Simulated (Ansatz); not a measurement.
# F2H2O2Sn: up Jacob's ladder to CCSD(T)

An exercise on one series of results from a longer session: the logs are not shown, and one member is left open.

The runs use Ansatz 0.2.0, Gaussian basis; functionals in def2-TZVPP, the program's frozen cores in correlated methods.

The runs, in order: LDA (SPW92), PBE-D4, revPBE-D4, BLYP-D4, r2SCAN-D4, B97M-V, PBE0-D4, B3LYP-D4, r2SCANh-D4, r2SCAN0-D4, HSE06-D4, BHLYP-D4, CAM-B3LYP-D4, LC-ωPBE, ωB97X-V, ωB97M-V, B2PLYP, PBE-QIDH; CCSD(T)/def2-SVP; CCSD(T)/def2-TZVPP; MP2/def2-QZVPP; extrapolation to the limit; RPA on PBE.

## The geometry

All runs share one geometry, relaxed beforehand with PBE0-D4 in a triple-zeta def2 set. Sn takes the def2 core potential; no spin-orbit term is included.

SMILES `[OH][Sn]([OH])([F])[F]`, 7 atoms, charge 0, spin multiplicity 1.

Atoms are counted from 1 here; the program's logs count them from 0.

Bond lengths: O1–Sn2 1.922 Å, O1–H6 0.962 Å, Sn2–O3 1.922 Å, Sn2–F4 1.899 Å, Sn2–F5 1.899 Å, O3–H7 0.962 Å. Angles: Sn2–O1–H6 112.3°, O1–Sn2–O3 111.7°, O1–Sn2–F4 112.4°, O1–Sn2–F5 107.5°, O3–Sn2–F4 107.5°, O3–Sn2–F5 112.4°, F4–Sn2–F5 105.3°, Sn2–O3–H7 112.3°.

The first run:

The input, in.yaml:

```yaml
crystal:
  periodic: [false, false, false]
  atoms:
    - {symbol: O, position_ang: [-1.319620, 0.597139, 1.091255]}
    - {symbol: Sn, position_ang: [-0.031372, -0.060227, -0.174306]}
    - {symbol: O, position_ang: [1.737765, -0.112187, 0.574571]}
    - {symbol: F, position_ang: [-0.443579, -1.810858, -0.783562]}
    - {symbol: F, position_ang: [-0.132575, 1.044089, -1.715758]}
    - {symbol: H, position_ang: [-1.984144, 1.157338, 0.678174]}
    - {symbol: H, position_ang: [2.234725, -0.883295, 0.283926]}
basis:
  gaussian: {orbitals: def2-TZVPP}
hamiltonian: {xc: lda}
output: {orbitals: {seedname: orbitals}}
```

On the command line:

```
ansatz run in.yaml --threads 4 --pin off --events-out ev --progress --plain --max-ram 10444MiB
```

Among the steps run: LDA; PBE-D4 (GGA); revPBE-D4 (GGA); BLYP-D4 (GGA); r2SCAN-D4 (meta-GGA); B97M-V (meta-GGA); B3LYP-D4 (hybrid); r2SCANh-D4 (hybrid); r2SCAN0-D4 (hybrid); HSE06-D4 (hybrid); BHLYP-D4 (hybrid); CAM-B3LYP-D4 (range-separated); LC-ωPBE (range-separated); ωB97X-V (range-separated); ωB97M-V (range-separated); B2PLYP (double hybrid); PBE-QIDH (double hybrid).

One of the session's tables, all rows but one given; the rest of the session is left out.

It belongs to the step «Orbital energies across the functionals». 

| functional | HOMO (eV) | LUMO (eV) | gap (eV) |
| --- | --- | --- | --- |
| LDA (SPW92) | -8.47 | -3.87 | 4.60 |
| PBE-D4 | ? | ? | ? |
| revPBE-D4 | -8.13 | -3.32 | 4.81 |
| BLYP-D4 | -8.14 | -3.48 | 4.66 |
| r2SCAN-D4 | -8.65 | -3.22 | 5.43 |
| B97M-V | -8.71 | -3.26 | 5.45 |
| PBE0-D4 | -10.05 | -2.48 | 7.57 |
| B3LYP-D4 | -9.77 | -2.87 | 6.89 |
| r2SCANh-D4 | -9.33 | -2.87 | 6.47 |
| r2SCAN0-D4 | -10.36 | -2.33 | 8.04 |
| HSE06-D4 | -9.64 | -2.86 | 6.78 |
| BHLYP-D4 | -11.83 | -1.55 | 10.27 |
| CAM-B3LYP-D4 | -11.61 | -1.52 | 10.09 |
| LC-ωPBE | -12.99 | -0.09 | 12.90 |
| ωB97X-V | -12.62 | -0.26 | 12.36 |
| ωB97M-V | -12.57 | -0.42 | 12.14 |

**Question.** Estimate the row for PBE-D4.

**Answer.** HOMO (eV): -8.22; LUMO (eV): -3.48; gap (eV): 4.74. In the column «HOMO (eV)» it lies between LDA (SPW92) (-8.47) and BLYP-D4 (-8.14).
